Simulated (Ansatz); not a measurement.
**C6H5O radical: a ladder of functionals and wavefunction methods**

How much do the methods differ for C6H5O radical? The plan is to run it at one geometry with functionals of several rungs and with coupled cluster, and see how far each lands from CCSD(T) at the basis-set limit for the atomisation energy.

Computed with Ansatz 0.2.0, Gaussian basis. Level: functionals in def2-TZVPP, the program's frozen cores in correlated methods.

Levels to be run: LDA (SPW92), PBE-D4, revPBE-D4, BLYP-D4, r2SCAN-D4, B97M-V, PBE0-D4, B3LYP-D4, r2SCANh-D4, r2SCAN0-D4, HSE06-D4, BHLYP-D4, CAM-B3LYP-D4, LC-ωPBE, ωB97X-V, ωB97M-V, B2PLYP, PBE-QIDH; CCSD(T)/def2-SVP; CCSD(T)/def2-TZVPP; MP2/def2-QZVPP; extrapolation to the limit; RPA on PBE.

### Step 1. Structure used throughout

All runs share one geometry, relaxed beforehand with PBE0-D4 in a triple-zeta def2 set.

12 atoms, charge 0, spin multiplicity 2.

Atoms are counted from 1 here; the program's logs count them from 0.

Bond lengths: O1–C2 1.246 Å, C2–C3 1.444 Å, C2–C7 1.444 Å, C3–C4 1.369 Å, C3–H8 1.084 Å, C4–C5 1.401 Å, C4–H9 1.084 Å, C5–C6 1.401 Å, C5–H10 1.084 Å, C6–C7 1.369 Å, C6–H11 1.084 Å, C7–H12 1.084 Å. Angles: O1–C2–C3 121.4°, O1–C2–C7 121.4°, C3–C2–C7 117.2°, C2–C3–C4 120.8°, C2–C3–H8 117.0°, C4–C3–H8 122.1°, C3–C4–C5 120.2°, C3–C4–H9 120.3°, C5–C4–H9 119.5°, C4–C5–C6 120.7°, C4–C5–H10 119.6°, C6–C5–H10 119.6°, C5–C6–C7 120.2°, C5–C6–H11 119.5°, C7–C6–H11 120.3°, C2–C7–C6 120.8°, C2–C7–H12 117.0°, C6–C7–H12 122.1°.

Geometry (Å):

```xyz
12
charge 0, multiplicity 2
O    -0.2156   -2.6403   -0.2173
C    -0.1145   -1.4025   -0.1154
C    -0.7463   -0.6821    0.9649
C    -0.6272    0.6779    1.0650
C     0.1138    1.3932    0.1146
C     0.7423    0.7318   -0.9490
C     0.6394   -0.6275   -1.0727
H    -1.3114   -1.2657    1.6819
H    -1.1052    1.2103    1.8796
H     0.2017    2.4698    0.2033
H     1.3105    1.3054   -1.6726
H     1.1125   -1.1703   -1.8824
```

### Step 2. LDA

This LDA is Slater exchange with PW92 correlation.

in.yaml

```yaml
crystal:
  periodic: [false, false, false]
  atoms:
    - {symbol: O, position_ang: [-0.215571, -2.640280, -0.217278]}
    - {symbol: C, position_ang: [-0.114503, -1.402459, -0.115412]}
    - {symbol: C, position_ang: [-0.746269, -0.682094, 0.964912]}
    - {symbol: C, position_ang: [-0.627227, 0.677921, 1.064986]}
    - {symbol: C, position_ang: [0.113750, 1.393178, 0.114648]}
    - {symbol: C, position_ang: [0.742336, 0.731834, -0.948973]}
    - {symbol: C, position_ang: [0.639366, -0.627548, -1.072673]}
    - {symbol: H, position_ang: [-1.311399, -1.265730, 1.681945]}
    - {symbol: H, position_ang: [-1.105153, 1.210307, 1.879604]}
    - {symbol: H, position_ang: [0.201667, 2.469795, 0.203255]}
    - {symbol: H, position_ang: [1.310501, 1.305399, -1.672618]}
    - {symbol: H, position_ang: [1.112505, -1.170314, -1.882416]}
basis:
  gaussian: {orbitals: def2-TZVPP}
magnetization: {spin_polarized: true, initial_magnetization: 1}
hamiltonian: {xc: lda}
output: {orbitals: {seedname: orbitals}}
```

On the command line:

```
$ ansatz run in.yaml --threads 2 --pin off --events-out ev --progress --plain --max-ram 32768MiB --backend cuda --devices 0, --max-vram 18GiB
```

After this run come: PBE-D4 (GGA); revPBE-D4 (GGA); BLYP-D4 (GGA); r2SCAN-D4 (meta-GGA); B97M-V (meta-GGA); PBE0-D4 (hybrid); B3LYP-D4 (hybrid); r2SCANh-D4 (hybrid); r2SCAN0-D4 (hybrid); HSE06-D4 (hybrid); BHLYP-D4 (hybrid); CAM-B3LYP-D4 (range-separated); LC-ωPBE (range-separated); ωB97X-V (range-separated); ωB97M-V (range-separated); B2PLYP (double hybrid); PBE-QIDH (double hybrid); CCSD(T) in def2-SVP; CCSD(T) in def2-TZVPP; MP2 in def2-QZVPP; RPA on PBE orbitals.

**Question.** What will the summary of the whole plan be? Wanted: atomisation energy, CCSD(T)/CBS; farthest beyond LDA; mean size of error, GGA; mean size of error, meta-GGA; mean size of error, hybrid; mean size of error, range-separated; mean size of error, double hybrid; gap, smallest and largest; T1 diagnostic.

**Answer**, as computed:

```
                               quantity                                     value
        atomisation energy, CCSD(T)/CBS                                 59.369 eV
    functionals within 0.297 eV (0.5 %)                        r2SCAN0-D4, B2PLYP
                    farthest beyond LDA                        PBE-D4 (+3.052 eV)
                mean size of error, GGA                                  1.771 eV
           mean size of error, meta-GGA                                  0.940 eV
             mean size of error, hybrid                                  0.996 eV
    mean size of error, range-separated                                  0.583 eV
      mean size of error, double hybrid                                  0.277 eV
              gap, smallest and largest  0.54 eV (LDA (SPW92)), 7.89 eV (LC-ωPBE)
                          T1 diagnostic                                    0.0387
triples share of the correlation energy                                     4.8 %
```

In words: The LDA atomisation energy is off by 10.406 eV (18 %): it overbinds. PBE-D4 is off by +3.052 eV. Double hybrids carry the basis error of their MP2 part in triple zeta, and no dispersion term here, so their miss is partly the set-up's. Taken by rung, double hybrid functionals do best (0.277 eV on average) and GGA ones worst beyond LDA (1.771 eV). The reference freezes the cores and leaves out relativity and excitations past (T), so misses under about 0.297 eV can't be ranked. Hartree-Fock recovers 74 % of the binding; the rest is correlation. CCSD(T) in def2-SVP is off by -2.058 eV, so the small basis spoils what the method gains. The gap grows from 0.5 to 7.9 eV across the functionals, mostly with the share of exact exchange. The UHF reference is spin-contaminated (⟨S²⟩ = 1.32 against 0.75).
